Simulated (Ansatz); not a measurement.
# F2H7NSi: the cost of one run

All numbers below are computed with Ansatz 0.2.0 (RKS BHLYP-D4/def2-mTZVP).

## Step 1: The starting structure

Bond lengths: Si1–N2 2.120 Å, Si1–H3 1.493 Å, Si1–H4 1.452 Å, Si1–H5 1.453 Å, Si1–F7 2.004 Å, N2–H10 1.009 Å, N2–H11 1.008 Å. Angles: Si1–N2–H10 109.3°, Si1–N2–H11 109.5°, H10–N2–H11 108.8°, N2–Si1–H3 92.1°, N2–Si1–H4 108.3°, N2–Si1–H5 105.8°, N2–Si1–F7 81.9°, H3–Si1–H4 101.8°, H3–Si1–H5 101.7°, H3–Si1–F7 174.0°, H4–Si1–H5 137.4°, H4–Si1–F7 80.0°, H5–Si1–F7 80.3°.

Coordinates:

```xyz
11

Si   -0.5451    0.7160   -0.9444
N     0.2245   -1.0803   -0.1225
H    -0.7379    0.0863   -2.2841
H    -1.9151    0.8744   -0.4895
H     0.6073    1.5680   -1.1828
H     0.4256    0.7303    1.6948
F    -0.2197    1.3740    0.9200
H     0.7474   -0.8250    1.0786
F     1.0158   -0.2321    2.0943
H    -0.5243   -1.7487   -0.0219
H     0.9214   -1.4630   -0.7425
```

## Step 2: Pulling towards end A

Springs on the bonds that form and break draw the guess towards this end; the thresholds are loose.

Input file input.yaml:

```yaml
crystal:
  periodic: [false, false, false]
  atoms:
    - { symbol: Si, position_ang: [-0.5451, 0.716, -0.9444] }
    - { symbol: "N", position_ang: [0.2245, -1.0803, -0.1225] }
    - { symbol: H, position_ang: [-0.7379, 0.0863, -2.2841] }
    - { symbol: H, position_ang: [-1.9151, 0.8744, -0.4895] }
    - { symbol: H, position_ang: [0.6073, 1.568, -1.1828] }
    - { symbol: H, position_ang: [0.4256, 0.7303, 1.6948] }
    - { symbol: F, position_ang: [-0.2197, 1.374, 0.92] }
    - { symbol: H, position_ang: [0.7474, -0.825, 1.0786] }
    - { symbol: F, position_ang: [1.0158, -0.2321, 2.0943] }
    - { symbol: H, position_ang: [-0.5243, -1.7487, -0.0219] }
    - { symbol: H, position_ang: [0.9214, -1.463, -0.7425] }
basis:
  gaussian: { orbitals: def2-mTZVP }
hamiltonian:
  xc: { name: BHLYP }
  dispersion: d4
relax:
  f_tol: 0.15
  max_steps: 25
  restrain:
    - { distance: [0, 6], at: 2.98, k: 30.0 }
    - { distance: [5, 8], at: 2.18, k: 30.0 }
    - { distance: [7, 1], at: 2.32, k: 30.0 }
    - { distance: [0, 1], at: 1.82, k: 30.0 }
    - { distance: [5, 6], at: 0.88, k: 30.0 }
    - { distance: [7, 8], at: 0.88, k: 30.0 }
```

Started as:

```sh
$ ansatz run input.yaml --threads 2 --pin off --max-ram 3072MiB --backend cpu --events-out ev --progress --plain --runs-dir out
```

Q: Estimate wall time and peak memory on 2 threads of Arm Neoverse V1, shared host.

About 29 s, with a peak of 0.19 GiB.
